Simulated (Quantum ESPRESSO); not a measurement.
Set up this calculation in Quantum ESPRESSO 7.5, as the native input.

* Task: single point
* Functional: PBEsol
* Potentials or basis: PseudoDojo 0.4.1 SR PBEsol standard
* Cutoff: 1061 eV
* Density cutoff: 4245 eV
* k mesh: 10 × 10 × 10
* Occupations: gaussian, width 0.01 eV
* Spin: no spin polarisation
* Mixing beta: 0.5
* Most SCF iterations: 120
* SCF threshold: 4e-10 Ry

Crystal: Ge.

```
Ge
1.0
     0.00000    2.89680    2.89680
     2.89680    0.00000    2.89680
     2.89680    2.89680    0.00000
Ge
2
Direct
  0.00000 0.00000 0.00000
  0.25000 0.25000 0.25000
```

These files were run (other wordings do the same):

pw.in

```
&CONTROL
  calculation = 'scf'
  prefix = 'pwscf'
  outdir = './tmp'
  pseudo_dir = './pseudo'
  tprnfor = .true.
  tstress = .true.
  disk_io = 'nowf'
/
&SYSTEM
  ibrav = 0
  nat = 2
  ntyp = 1
  ecutwfc = 78
  nbnd = 21
  occupations = 'smearing'
  smearing = 'gaussian'
  degauss = 0.00073499
/
&ELECTRONS
  conv_thr = 4d-10
  electron_maxstep = 120
  mixing_beta = 0.5
/
ATOMIC_SPECIES
Ge    72.6300 Ge.upf
CELL_PARAMETERS angstrom
   0.0000000000    2.8968000000    2.8968000000
   2.8968000000    0.0000000000    2.8968000000
   2.8968000000    2.8968000000    0.0000000000
ATOMIC_POSITIONS crystal
Ge     0.0000000000    0.0000000000    0.0000000000
Ge     0.2500000000    0.2500000000    0.2500000000
K_POINTS automatic
10 10 10 0 0 0
```

Potentials or basis: PseudoDojo 0.4.1 SR PBEsol standard.

Command:

```bash
$ OMP_NUM_THREADS=1 pw.x -in pw.in > pw.out
```

It gave:

```json
{"Pressure": "-3.6 GPa", "Band gap on the k mesh": "none (metal or under the smearing width)"}
```

Caveat: this crystal is a semiconductor, whose small gap the functional closes, so the metal is an error of the method.

It took 31 s on 1 thread of Intel(R) Xeon(R) 6975P-C (Granite Rapids), with other jobs on the host, peak memory 0.12 GiB.
